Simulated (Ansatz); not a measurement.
**C₂H₇BCl₂O: a ladder of functionals and wavefunction methods**

The task here is to estimate one member of a computed series from the others.

Computed with Ansatz 0.2.0, Gaussian basis. Level: functionals in def2-TZVPP, the program's frozen cores in correlated methods.

The runs, in order: LDA (SPW92), PBE-D4, revPBE-D4, BLYP-D4, r2SCAN-D4, B97M-V, PBE0-D4, B3LYP-D4, r2SCANh-D4, r2SCAN0-D4, HSE06-D4, BHLYP-D4, CAM-B3LYP-D4, LC-ωPBE, ωB97X-V, ωB97M-V, B2PLYP, PBE-QIDH; CCSD(T)/def2-SVP; CCSD(T)/def2-TZVPP; MP2/def2-QZVPP; extrapolation to the limit; RPA on PBE.

### The relaxed structure

All runs share one geometry, relaxed beforehand with PBE0-D4 in a triple-zeta def2 set.

13 atoms, charge 0, spin multiplicity 1.

Atoms are counted from 1 here; the program's logs count them from 0.

Bond lengths: C1–O2 1.446 Å, C1–H7 1.089 Å, C1–H8 1.088 Å, C1–H9 1.085 Å, O2–B3 1.638 Å, O2–H10 0.966 Å, B3–C4 1.579 Å, B3–Cl5 1.824 Å, B3–Cl6 1.848 Å, C4–H11 1.093 Å, C4–H12 1.096 Å, C4–H13 1.092 Å. Angles: O2–C1–H7 109.8°, O2–C1–H8 107.7°, O2–C1–H9 105.9°, H7–C1–H8 111.9°, H7–C1–H9 110.4°, H8–C1–H9 110.8°, C1–O2–B3 119.8°, C1–O2–H10 109.8°, B3–O2–H10 105.7°, O2–B3–C4 104.7°, O2–B3–Cl5 104.1°, O2–B3–Cl6 104.0°, C4–B3–Cl5 115.6°, C4–B3–Cl6 114.0°, Cl5–B3–Cl6 112.8°, B3–C4–H11 111.7°, B3–C4–H12 112.6°, B3–C4–H13 109.3° and more.

Set-up of the first run:

Contents of in.yaml:

```yaml
crystal:
  periodic: [false, false, false]
  atoms:
    - {symbol: C, position_ang: [-0.680065, 1.840840, -0.316254]}
    - {symbol: O, position_ang: [-0.407561, 0.442149, -0.559592]}
    - {symbol: B, position_ang: [0.306572, -0.463214, 0.603790]}
    - {symbol: C, position_ang: [0.420906, -1.907041, -0.026195]}
    - {symbol: Cl, position_ang: [-0.815033, -0.314062, 2.034460]}
    - {symbol: Cl, position_ang: [1.933681, 0.367592, 0.880050]}
    - {symbol: H, position_ang: [0.248506, 2.363284, -0.089869]}
    - {symbol: H, position_ang: [-1.167211, 2.242617, -1.202704]}
    - {symbol: H, position_ang: [-1.349274, 1.869608, 0.537921]}
    - {symbol: H, position_ang: [0.151397, 0.349158, -1.342443]}
    - {symbol: H, position_ang: [-0.561662, -2.328330, -0.254277]}
    - {symbol: H, position_ang: [1.030280, -1.922884, -0.936883]}
    - {symbol: H, position_ang: [0.909862, -2.574320, 0.686797]}
basis:
  gaussian: {orbitals: def2-TZVPP}
hamiltonian: {xc: lda}
output: {orbitals: {seedname: orbitals}}
```

Launch:

```bash
ansatz run in.yaml --threads 4 --pin off --events-out ev --progress --plain --max-ram 11315MiB
```

Steps of the session up to this table: LDA; PBE-D4 (GGA); revPBE-D4 (GGA); BLYP-D4 (GGA); r2SCAN-D4 (meta-GGA); B97M-V (meta-GGA); B3LYP-D4 (hybrid); r2SCANh-D4 (hybrid); r2SCAN0-D4 (hybrid); HSE06-D4 (hybrid); BHLYP-D4 (hybrid); CAM-B3LYP-D4 (range-separated); LC-ωPBE (range-separated); ωB97X-V (range-separated); ωB97M-V (range-separated); B2PLYP (double hybrid); PBE-QIDH (double hybrid).

One of the session's tables, all rows but one given; the rest of the session is left out.

It belongs to the step «Frontier levels by functional». 

| functional | HOMO (eV) | gap (eV) |
| --- | --- | --- |
| LDA (SPW92) | -6.72 | 5.50 |
| PBE-D4 | -6.57 | 5.57 |
| revPBE-D4 | -6.51 | 5.62 |
| BLYP-D4 | -6.41 | 5.40 |
| r2SCAN-D4 | -6.91 | 6.49 |
| B97M-V | ? | ? |
| PBE0-D4 | -7.96 | 7.87 |
| B3LYP-D4 | -7.68 | 7.24 |
| r2SCANh-D4 | -7.42 | 7.30 |
| r2SCAN0-D4 | -8.18 | 8.48 |
| HSE06-D4 | -7.55 | 7.10 |
| BHLYP-D4 | -9.20 | 9.81 |
| CAM-B3LYP-D4 | -9.33 | 10.05 |
| LC-ωPBE | -10.76 | 12.84 |
| ωB97X-V | -10.39 | 12.24 |
| ωB97M-V | -10.23 | 11.66 |

**Question.** Estimate the row for B97M-V.

As computed: HOMO (eV): -7.03; gap (eV): 6.26. In the column «HOMO (eV)» it lies between r2SCANh-D4 (-7.42) and r2SCAN-D4 (-6.91).
